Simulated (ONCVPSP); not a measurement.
**Pseudopotential generation for oxygen: ONCV, PBEsol**

Do these settings give a usable potential? It is generated, then checked for transferability, scattering, ghosts and hardness.

The numbers are computed with ONCVPSP 4.0.1.1 (patched build) (PBEsol, scalar-relativistic, spin-unpolarised reference atom).

## (1) Settings

The settings as typed:

| Property | Result |
| --- | --- |
| element | oxygen (O, Z = 8) |
| type | optimised norm-conserving Vanderbilt (ONCV) |
| frozen core | [He] |
| valence charge | 6 |
| reference configuration | 2s2 2p3.5 (charge +0.5) |
| partial waves | 2s: rc 0.95 bohr, ncon 3, nbas 7, qcut 6.3 1/bohr, 2 projectors, debl 3.4 Ha; 2p: rc 1.25 bohr, ncon 4, nbas 7, qcut 10.5 1/bohr, 2 projectors, debl 2.3 Ha; d scattering state at 0.19 Ha: rc 1.35 bohr, ncon 3, nbas 6, qcut 7 1/bohr, 1 projector |
| local potential | polynomial inside 0.80 bohr (lpopt 5, dvloc0 0 Ha) |
| core correction | Teter function, fcfact 2, rcfact 1.15 |

An earlier all-electron run gives the scale for the radii.

All-electron outer shells of the reference configuration (PBEsol, scalar-relativistic, ld1.x):

| shell | level (eV) | outermost node (bohr) | outermost maximum (bohr) |
| --- | --- | --- | --- |
| 1s | -521.49 | – | 0.13 |
| 2s | -31.23 | 0.28 | 0.87 |
| 2p | -16.21 | – | 0.81 |

## (2) Generating the potential

O.dat reads:

```
# ATOM AND REFERENCE CONFIGURATION
# atsym  z   nc   nv     iexc    psfile
  O 8.00    1    2  -116133      upf
#
#   n    l    f
    1    0    2.00
    2    0    2.00
    2    1    3.50
#
# PSEUDOPOTENTIAL AND OPTIMIZATION
# lmax
    2
#
#   l,   rc,      ep,       ncon, nbas, qcut
    0    0.95    0.00    3    7    6.30
    1    1.25    0.00    4    7   10.50
    2    1.35    0.19    3    6    7.00
#
# LOCAL POTENTIAL
# lloc, lpopt,  rc(5),   dvloc0
    4    5    0.80    0.00
#
# VANDERBILT-KLEINMAN-BYLANDER PROJECTORs
# l, nproj, debl
    0    2    3.40
    1    2    2.30
    2    1    0.60
#
# MODEL CORE CHARGE
# icmod, fcfact, rcfact
    3    2.00    1.15
#
# LOG DERIVATIVE ANALYSIS
# epsh1, epsh2, depsh
   -3.00    5.00    0.02
#
# OUTPUT GRID
# rlmax, drl
    6.00    0.01
#
# TEST CONFIGURATIONS
# ncnf
    4
# nvcnf
#   n    l    f
    2
    2    0    2.00
    2    1    4.00
#
    2
    2    0    2.00
    2    1    3.00
#
    2
    2    0    2.00
    2    1    2.00
#
    2
    2    0    1.00
    2    1    5.00
#
```

Run with:

```sh
$ oncvpsp.x < O.dat > O.out
```

Before running it: what results should come out? Wanted: cutoffs for 1 and 0.1 mHa per electron, occupied waves; bound ghosts; GHOST(+) flags; largest test error; largest phase difference near zero energy, channels read; rms error of d²Exc/dn², without and with the model core.

As calculated:

```
                                                quantity                 value
  cutoffs for 1 and 0.1 mHa per electron, occupied waves      82 Ha and 184 Ha
                                            bound ghosts            none found
                                          GHOST(+) flags    none at low energy
                            largest test error (AE − PS)  +75 meV, for 2s2 2p2
largest phase difference near zero energy, channels read             0.000 rad
 rms error of d²Exc/dn², without and with the model core     2.05 and 1.88 mHa
```

In words: The worst unpolarised test, 2s2 2p2, is off by 75 meV on 43.6 eV; by total energies transferability rates as fair. By its cutoff, 82 Ha for the looser tolerance, it is very hard. At the looser tolerance the 2s wave is the slowest; 2p needs 40 Ha. It is free of bound ghosts as far as tested. Near zero energy the phases of the channels with partial waves agree within 0.001 rad.
